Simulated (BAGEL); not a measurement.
# SiNH4Se− (SMILES N[SiH2][Se-]) at B3LYP/cc-pVDZ (density fitting with qzvpp-jkfit)

Aim: the energy change on altering one bond length of SiNH4Se− at B3LYP/cc-pVDZ (density fitting with qzvpp-jkfit), from 2 runs. 

The results are computed with BAGEL 1.2.2.

2 further runs of the same task are left out: 1 that didn't finish, 1 set aside as unsound or not needed. Runs told in other sessions of the task aren't counted.

**1. The structure to begin with**

SiNH4Se− has 7 atoms, charge -1, and is taken as a singlet. As SMILES, `N[SiH2][Se-]`. Geometry: a GFN2-xTB relaxation, a rough one for these elements and not checked as a minimum. This is one conformer, not always the lowest.

Bond lengths: N1–Si2 1.749 Å, Si2–Se3 2.197 Å, N1–H4 1.010 Å, N1–H5 1.010 Å, Si2–H6 1.462 Å, Si2–H7 1.462 Å. Angles: N1–Si2–Se3 116.6°, N1–Si2–H6 103.2°, N1–Si2–H7 103.2°, Se3–Si2–H6 111.3°, Se3–Si2–H7 111.3°, Si2–N1–H4 112.3°, Si2–N1–H5 112.3°, H6–Si2–H7 110.8°, H4–N1–H5 106.6°.

**2. A single-point energy at B3LYP/cc-pVDZ (density fitting with qzvpp-jkfit)**

Contents of input.json:

```json
{ "bagel" : [

{
  "title" : "molecule",
  "basis" : "cc-pvdz.json",
  "df_basis" : "qzvpp-jkfit",
  "angstrom" : true,
  "geometry" : [
    { "atom" : "N", "xyz" : [      -0.999460,      -0.500240,      -0.239830 ] },
    { "atom" : "Si", "xyz" : [       0.556530,       0.051000,       0.338670 ] },
    { "atom" : "Se", "xyz" : [       1.408250,       1.813780,      -0.659410 ] },
    { "atom" : "H", "xyz" : [      -0.975520,      -0.759890,      -1.215950 ] },
    { "atom" : "H", "xyz" : [      -1.715490,       0.206430,      -0.145920 ] },
    { "atom" : "H", "xyz" : [       0.313090,       0.310790,       1.757030 ] },
    { "atom" : "H", "xyz" : [       1.412600,      -1.121870,       0.165420 ] }
  ]
},

{
  "title" : "ks",
  "xc_func" : "b3lyp",
  "charge" : -1
},

{
  "title" : "print",
  "file" : "orbitals.molden",
  "orbitals" : true
}

]}
```

The basis set cc-pVDZ is read from a file made from the Basis Set Exchange's data (not shown).

Launch:

```sh
$ BAGEL_NUM_THREADS=1 BAGEL input.json > input.out
```

Standard output:

```text
* using 1 threads per process

  ===============================================================
  ===============================================================

  *** Geometry ***

  { "atom" : "N", "xyz" : [     -1.888706,     -0.945317,     -0.453213 ] },
  { "atom" : "Si", "xyz" : [      1.051689,      0.096376,      0.639994 ] },
  { "atom" : "Se", "xyz" : [      2.661207,      3.427547,     -1.246104 ] },
  { "atom" : "H", "xyz" : [     -1.843466,     -1.435984,     -2.297812 ] },
  { "atom" : "H", "xyz" : [     -3.241806,      0.390096,     -0.275749 ] },
  { "atom" : "H", "xyz" : [      0.591654,      0.587308,      3.320305 ] },
  { "atom" : "H", "xyz" : [      2.669427,     -2.120027,      0.312598 ] },

  Number of auxiliary basis functions:      543

  Since a DF basis is specified, we compute 2- and 3-index integrals:
    o Being stored without compression. Storage requirement is 0.027 GB

  Number of basis functions:       79
  Number of electrons      :       59

    * METHOD: MOLECULE                             0.31

  *** Kohn-Sham DFT ***

    * Removing 12109 points whose weight is below 1.00e-10
    * Grid points: 92233

  === Nuclear Repulsion ===
   231.6280829723

       - DIIS with orbital gradients will be used.

  === KS iteration (b3lyp / cc-pvdz.json) ===
      0      -2696.10747617          0.06760931           0.36
      1      -2376.14270466          0.24890852           0.36
      2      -2597.28646050          0.11304900           0.36
      3      -2590.57100147          0.24316748           0.36
      4      -2723.72499349          0.11414025           0.36
      5      -2734.38255696          0.08765592           0.37
      6      -2734.29684385          0.09425679           0.37
      7      -2734.87367459          0.09077671           0.36
      8      -2696.85674336          0.06269689           0.36
      9      -2593.63608497          0.22186115           0.37
     10      -2591.97467493          0.22351815           0.37
     11      -2595.48247728          0.21769265           0.37
     12      -2594.61464528          0.21977810           0.36
     13      -2560.55248905          0.25877746           0.36
     14      -2623.16731699          0.15758322           0.36
     15      -2735.46749523          0.09910471           0.36
     16      -2737.94903549          0.12977672           0.37
     17      -2747.28272539          0.03341465           0.37
     18      -2748.00664205          0.01880681           0.36
     19      -2748.28103197          0.00669946           0.37
     20      -2748.32089031          0.00152361           0.37
     21      -2748.32241398          0.00037683           0.37
     22      -2748.32253386          0.00006984           0.37
     23      -2748.32253612          0.00005226           0.36
     24      -2748.32253750          0.00000458           0.36
     25      -2748.32253750          0.00000415           0.37
     26      -2748.32253751          0.00000028           0.37
     27      -2748.32253751          0.00000011           0.37
     28      -2748.32253751          0.00000003           0.38
     29      -2748.32253751          0.00000002           0.37
     30      -2748.32253751          0.00000000           0.37
    * SCF iteration converged.

    * Permanent dipole moment:
           (    0.691341,     0.252007,     0.251915) a.u.

    * METHOD: KS                                  11.86

    * METHOD: PRINT                                0.02

  ===============================================================
```

Wall time 12 s (1 thread of Arm Neoverse V1, shared host); peak memory 0.4 GiB.

**3. The distorted shape at the same level**

Contents of input.json:

```json
{ "bagel" : [

{
  "title" : "molecule",
  "basis" : "cc-pvdz.json",
  "df_basis" : "qzvpp-jkfit",
  "angstrom" : true,
  "geometry" : [
    { "atom" : "N", "xyz" : [      -1.427472,       0.086163,      -0.153210 ] },
    { "atom" : "Si", "xyz" : [       0.128518,       0.637403,       0.425290 ] },
    { "atom" : "Se", "xyz" : [       0.980238,       2.400183,      -0.572790 ] },
    { "atom" : "H", "xyz" : [      -1.403532,      -0.173487,      -1.129330 ] },
    { "atom" : "H", "xyz" : [      -2.143502,       0.792833,      -0.059300 ] },
    { "atom" : "H", "xyz" : [      -0.114922,       0.897193,       1.843650 ] },
    { "atom" : "H", "xyz" : [       1.412600,      -1.121870,       0.165420 ] }
  ]
},

{ "title" : "ks", "xc_func" : "b3lyp", "charge" : -1 },

{ "title" : "print", "file" : "orbitals.molden", "orbitals" : true }

]}
```

The basis set cc-pVDZ is read from a file made from the Basis Set Exchange's data (not shown).

Launch:

```sh
$ BAGEL_NUM_THREADS=1 BAGEL input.json > input.out
```

Standard output:

```text
* using 1 threads per process

  ===============================================================
  ===============================================================

  *** Geometry ***

  { "atom" : "N", "xyz" : [     -2.697531,      0.162824,     -0.289525 ] },
  { "atom" : "Si", "xyz" : [      0.242864,      1.204517,      0.803682 ] },
  { "atom" : "Se", "xyz" : [      1.852381,      4.535689,     -1.082416 ] },
  { "atom" : "H", "xyz" : [     -2.652291,     -0.327843,     -2.134124 ] },
  { "atom" : "H", "xyz" : [     -4.050632,      1.498237,     -0.112061 ] },
  { "atom" : "H", "xyz" : [     -0.217171,      1.695449,      3.483994 ] },
  { "atom" : "H", "xyz" : [      2.669427,     -2.120027,      0.312598 ] },

  Number of auxiliary basis functions:      543

  Since a DF basis is specified, we compute 2- and 3-index integrals:
    o Being stored without compression. Storage requirement is 0.027 GB

  Number of basis functions:       79
  Number of electrons      :       59

    * METHOD: MOLECULE                             0.31

  *** Kohn-Sham DFT ***

    * Removing 11576 points whose weight is below 1.00e-10
    * Grid points: 92766

  === Nuclear Repulsion ===
   228.6324288511

       - DIIS with orbital gradients will be used.

  === KS iteration (b3lyp / cc-pvdz.json) ===
      0      -2696.50598015          0.06520224           0.39
      1      -2377.05364092          0.24793674           0.36
      2      -2598.51299021          0.10464820           0.36
      3      -2576.20013356          0.23561488           0.36
      4      -2720.62855785          0.12090594           0.37
      5      -2733.52666752          0.08866908           0.37
      6      -2735.44056673          0.08478515           0.37
      7      -2735.68937227          0.08933148           0.36
      8      -2696.87206103          0.05970085           0.36
      9      -2596.36452619          0.21895952           0.36
     10      -2595.24920821          0.22134295           0.36
     11      -2594.39498312          0.21778387           0.37
     12      -2589.11785870          0.23004320           0.37
     13      -2556.04954534          0.26048884           0.38
     14      -2647.94413546          0.20896972           0.37
     15      -2726.68708191          0.11795211           0.37
     16      -2729.74632435          0.12399600           0.36
     17      -2748.04254725          0.01630144           0.36
     18      -2748.09681228          0.01414933           0.37
     19      -2748.26408951          0.00384266           0.37
     20      -2748.27198475          0.00189639           0.37
     21      -2748.27335657          0.00078990           0.37
     22      -2748.27419974          0.00015419           0.38
     23      -2748.27421497          0.00005759           0.37
     24      -2748.27421714          0.00001512           0.37
     25      -2748.27421733          0.00000464           0.37
     26      -2748.27421734          0.00000060           0.37
     27      -2748.27421734          0.00000026           0.37
     28      -2748.27421734          0.00000010           0.37
     29      -2748.27421734          0.00000007           0.37
     30      -2748.27421734          0.00000001           0.37
    * SCF iteration converged.

    * Permanent dipole moment:
           (    1.159852,    -0.688978,     0.291753) a.u.

    * METHOD: KS                                  11.98

    * METHOD: PRINT                                0.02

  ===============================================================
```

It took 13 s on 1 thread of Arm Neoverse V1, shared host; peak memory 0.4 GiB.

**4. What came out**

At B3LYP/cc-pVDZ (density fitting with qzvpp-jkfit):

| quantity | value |
| --- | --- |
| first shape: total energy | -2748.32254 Eh |
| first shape: HOMO energy | 0.27 eV |
| first shape: LUMO energy | 5.65 eV |
| first shape: HOMO–LUMO gap (to an unbound level, set by the basis) | 5.38 eV |
| distorted shape: total energy | -2748.27422 Eh |
| distorted shape: HOMO energy | -0.25 eV |
| distorted shape: LUMO energy | 4.20 eV |
| distorted shape: HOMO–LUMO gap (to an unbound level, set by the basis) | 4.45 eV |
| energy change with the Si2–H7 bond stretched from 1.462 to 2.193 Å | 1.315 eV |

**Reading.** With the Si2–H7 bond stretched from 1.462 to 2.193 Å the energy rises by 1.31 eV (30 kcal/mol). The first shape isn't relaxed at this level, so the change isn't measured from a minimum. The HOMO (first shape) lies at positive energy, 0.27 eV, from the functional's self-interaction, a short basis or an electron that isn't bound; only total energies against the neutral tell.
